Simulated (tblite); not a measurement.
# CH7OSi2: the cost of one run

Programs: tblite 0.8.0 and PySCF 2.14.0. All values are calculated, for the isolated system unless a continuum is named. Atoms count from 0, parts from 1.

## Step 1: The system as given

11 atoms, charge 0, multiplicity 2; geometry: distance geometry start.

## Step 2: Geometry optimisation with GFN2-xTB

Job settings and geometry (Å):

```
{"job": {"kind": "relax", "xc": "GFN2-xTB", "basis": "xTB"}, "charge": 0, "multiplicity": 2}
Si    -0.184203    -0.775179     0.591548
Si     1.692446     0.082063    -0.335594
C     -1.576560    -0.257224    -0.567403
O     -0.562867    -0.163714     2.105393
H      2.263817    -0.816419    -1.345014
H      1.427991     1.357846    -1.018915
H      2.624936     0.260721     0.811824
H     -2.546766    -0.197239    -0.075660
H     -1.247356     0.703614    -0.983621
H     -1.577095    -1.024574    -1.406660
H     -0.310055     0.811384     2.224980
```

With the program's defaults for keys left out, this is: GFN2-xTB geometry optimisation, gas phase.

Launch:

```bash
$ OMP_NUM_THREADS=1 python cluster_run.py task.json out
```

The driver reads the jobs from task.json and runs them one after another.

Q: Estimate the wall time of this first job on 1 thread of Arm Neoverse V1, shared host.

About 2 s.
